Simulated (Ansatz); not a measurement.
**Cl2F2GeH3NSi: a ladder of functionals and wavefunction methods**

One table from this session's results is given with a row withheld; the runs are named, their logs left out.

Program: Ansatz 0.2.0, Gaussian basis. Level of theory: functionals in def2-TZVPP, the program's frozen cores in correlated methods. These are calculated values, not measurements.

The runs, in order: PBE-D4, r2SCAN-D4, PBE0-D4, B3LYP-D4, ωB97X-V, ωB97M-V, B2PLYP; CCSD(T)/def2-TZVPP; MP2/def2-QZVPP; extrapolation to the limit.

## The relaxed structure

All runs share one geometry, relaxed beforehand with PBE0-D4 in a triple-zeta def2 set.

SMILES `F[Si](F)(Cl)[NH][GeH2][Cl]`, 10 atoms, charge 0, spin multiplicity 1.

Atoms are counted from 1 here; the program's logs count them from 0.

Bond lengths: F1–Si2 1.578 Å, Si2–F3 1.579 Å, Si2–Cl4 2.019 Å, Si2–N5 1.684 Å, N5–Ge6 1.834 Å, N5–H8 1.011 Å, Ge6–Cl7 2.153 Å, Ge6–H9 1.525 Å, Ge6–H10 1.530 Å. Angles: F1–Si2–F3 104.7°, F1–Si2–Cl4 109.7°, F1–Si2–N5 111.6°, F3–Si2–Cl4 108.3°, F3–Si2–N5 112.3°, Cl4–Si2–N5 110.0°, Si2–N5–Ge6 129.5°, Si2–N5–H8 116.1°, Ge6–N5–H8 113.5°, N5–Ge6–Cl7 109.6°, N5–Ge6–H9 109.8°, N5–Ge6–H10 107.0°, Cl7–Ge6–H9 107.3°, Cl7–Ge6–H10 107.2°, H9–Ge6–H10 115.8°.

The first run:

in.yaml

```yaml
crystal:
  periodic: [false, false, false]
  atoms:
    - {symbol: F, position_ang: [-0.613040, -1.165928, 2.397167]}
    - {symbol: Si, position_ang: [-0.241670, -1.293984, 0.868479]}
    - {symbol: F, position_ang: [0.596968, -2.628434, 0.768879]}
    - {symbol: Cl, position_ang: [-1.924230, -1.519458, -0.225160]}
    - {symbol: N, position_ang: [0.622295, 0.045333, 0.325257]}
    - {symbol: Ge, position_ang: [0.248390, 1.194217, -1.054628]}
    - {symbol: Cl, position_ang: [-1.277458, 2.584370, -0.442236]}
    - {symbol: H, position_ang: [1.370179, 0.365867, 0.925785]}
    - {symbol: H, position_ang: [-0.299848, 0.412872, -2.244563]}
    - {symbol: H, position_ang: [1.518425, 2.005154, -1.318988]}
basis:
  gaussian: {orbitals: def2-TZVPP}
hamiltonian: {xc: pbe, dispersion: d4}
output: {forces: true, orbitals: {seedname: orbitals}}
```

Started as:

```sh
$ ansatz run in.yaml --threads 2 --pin off --events-out ev --progress --plain --max-ram 22528MiB --backend cuda --devices 0, --max-vram 18GiB
```

Steps of the session up to this table: PBE-D4 (GGA); r2SCAN-D4 (meta-GGA); PBE0-D4 (hybrid); B3LYP-D4 (hybrid); ωB97X-V (range-separated); ωB97M-V (range-separated); B2PLYP (double hybrid); CCSD(T) in def2-TZVPP; MP2 in def2-QZVPP.

One of the session's tables, all rows but one given; the rest of the session is left out.

| method | atomisation energy (kJ/mol) |
| --- | --- |
| PBE-D4 | 3636.0 |
| r2SCAN-D4 | 3608.8 |
| PBE0-D4 | 3566.9 |
| B3LYP-D4 | 3558.4 |
| ωB97X-V | 3627.0 |
| ωB97M-V | ? |
| B2PLYP | 3540.6 |
| HF/def2-TZVPP | 2581.9 |
| MP2/def2-TZVPP | 3628.8 |
| CCSD/def2-TZVPP | 3441.4 |
| CCSD(T)/def2-TZVPP | 3506.6 |
| MP2/CBS | 3745.5 |
| CCSD(T)/CBS | 3623.3 |

**Question.** Estimate the row for ωB97M-V.

As computed: atomisation energy (kJ/mol): 3609.3. In the column «atomisation energy (kJ/mol)» it lies between r2SCAN-D4 (3608.8) and CCSD(T)/CBS (3623.3).
